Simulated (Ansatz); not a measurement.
# CH4FNSSi: up Jacob's ladder to CCSD(T)

An exercise on one series of results from a longer session: the logs are not shown, and one member is left open.

Method: functionals in def2-TZVPP, the program's frozen cores in correlated methods; program: Ansatz 0.2.0, Gaussian basis.

Plan: PBE-D4, r2SCAN-D4, PBE0-D4, B3LYP-D4, ωB97X-V, ωB97M-V, B2PLYP; CCSD(T)/def2-TZVPP; MP2/def2-QZVPP; extrapolation to the limit.

## The geometry

All runs share one geometry, relaxed beforehand with PBE0-D4 in a triple-zeta def2 set.

SMILES `N[Si]1(F)CS1`, 9 atoms, charge 0, spin multiplicity 1.

Atoms are counted from 1 here; the program's logs count them from 0.

Bond lengths: N1–Si2 1.680 Å, N1–H6 1.004 Å, N1–H7 1.005 Å, Si2–F3 1.589 Å, Si2–C4 1.818 Å, Si2–S5 2.058 Å, C4–S5 1.913 Å, C4–H8 1.086 Å, C4–H9 1.086 Å. Angles: Si2–N1–H6 122.9°, Si2–N1–H7 122.9°, H6–N1–H7 114.3°, N1–Si2–F3 105.9°, N1–Si2–C4 127.8°, N1–Si2–S5 121.1°, F3–Si2–C4 116.0°, F3–Si2–S5 121.9°, C4–Si2–S5 58.8°, Si2–C4–S5 66.9°, Si2–C4–H8 121.8°, Si2–C4–H9 121.0°, S5–C4–H8 111.7°, S5–C4–H9 111.6°, H8–C4–H9 113.1°, Si2–S5–C4 54.3°.

The first run:

The input, in.yaml:

```yaml
crystal:
  periodic: [false, false, false]
  atoms:
    - {symbol: N, position_ang: [0.311248, 0.415199, 1.600201]}
    - {symbol: Si, position_ang: [0.315857, -0.399121, 0.130599]}
    - {symbol: F, position_ang: [1.742815, -1.089756, 0.018650]}
    - {symbol: C, position_ang: [-0.441629, 0.126458, -1.436056]}
    - {symbol: S, position_ang: [-1.388134, -1.303167, -0.587615]}
    - {symbol: H, position_ang: [-0.532600, 0.713826, 2.055005]}
    - {symbol: H, position_ang: [1.152734, 0.646649, 2.098321]}
    - {symbol: H, position_ang: [-1.048634, 1.024301, -1.505808]}
    - {symbol: H, position_ang: [-0.023157, -0.180688, -2.390398]}
basis:
  gaussian: {orbitals: def2-TZVPP}
hamiltonian: {xc: pbe, dispersion: d4}
output: {forces: true, orbitals: {seedname: orbitals}}
```

Started as:

```sh
$ ansatz run in.yaml --threads 4 --pin off --events-out ev --progress --plain --max-ram 10444MiB
```

Steps of the session up to this table: PBE-D4 (GGA); r2SCAN-D4 (meta-GGA); PBE0-D4 (hybrid); B3LYP-D4 (hybrid); ωB97X-V (range-separated); ωB97M-V (range-separated); B2PLYP (double hybrid); CCSD(T) in def2-TZVPP; MP2 in def2-QZVPP.

One table of the session follows, with a row left open; its other results are not shown here.

```
            method  atomisation energy (eV)
            PBE-D4                   36.145
         r2SCAN-D4                   35.446
           PBE0-D4                   35.368
          B3LYP-D4                   35.210
           ωB97X-V                   35.559
           ωB97M-V                        ?
            B2PLYP                   34.876
     HF/def2-TZVPP                   24.697
    MP2/def2-TZVPP                   35.109
   CCSD/def2-TZVPP                   33.530
CCSD(T)/def2-TZVPP                   34.178
           MP2/CBS                   36.334
       CCSD(T)/CBS                   35.404
```

**Question.** Estimate the row for ωB97M-V.

**Answer.** atomisation energy (eV): 35.573. In the column «atomisation energy (eV)» it lies between ωB97X-V (35.559) and PBE-D4 (36.145).

To keep in mind: Free atoms (1 N, 1 Si, 1 F, 1 C, 1 S, 4 H) were run apart at each level; the atomisation energy is their sum less the molecule, without zero-point or spin-orbit terms.
